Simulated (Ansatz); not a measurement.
# GaP: the cost of one run

Computed with Ansatz 0.2.0 (DFT PBE, scalar-relativistic, plane waves, PAW, unless a step's input says otherwise).

## Step 1: The starting structure

The structure is cubic, space group F-43m (No. 216). Conventional cell: a = 5.452 Å, b = 5.452 Å, c = 5.452 Å, α = 90.00°, β = 90.00°, γ = 90.00°. Ga (site symmetry -43m) is surrounded by 4 P at 2.36 Å. Around P (site symmetry -43m) lie 4 Ga at 2.36 Å.

Structure file:

```xyz
2
Lattice="0.0000 2.7258 2.7258 2.7258 0.0000 2.7258 2.7258 2.7258 0.0000" Properties=species:S:1:pos:R:3 pbc="T T T"
Ga    0.0000    0.0000    0.0000
P     4.0887    4.0887    4.0887
```

Source of the structure: the Materials Project (structure only).

(A quick probe on a coarse mesh, which set the mesh and smearing, is not shown.)

## Step 3: Full relaxation

input.yaml reads:

```yaml
crystal:
  lattice:
    - [0.0, 2.72581249, 2.72581249]
    - [2.72581249, 0.0, 2.72581249]
    - [2.72581249, 2.72581249, 0.0]
  atoms:
    - { symbol: Ga, position: [0.0, 0.0, 0.0] }
    - { symbol: P, position: [0.75, 0.75, 0.75] }
basis:
  ecutwfc: 420
kpoints:
  mp_grid: { grid: [8, 8, 8] }
hamiltonian:
  xc: pbe
scf:
  occupations: { method: gaussian, width: 0.02 }
output:
  forces: true
  stress: true
  eigenvalues: true
relax:
  adjacent_minimum: "off"
  f_tol: 0.005
  max_steps: 80
  cell: { stress_tol: 0.05 }
```

Command:

```sh
> ansatz run input.yaml --threads 4 --pin off --max-ram 8192MiB --backend cpu --events-out ev --progress --plain --runs-dir out
```

Q: Estimate wall time and peak memory on 4 threads of Arm Neoverse V2, shared host.

About 2.1 s, with a peak of 0.33 GiB.
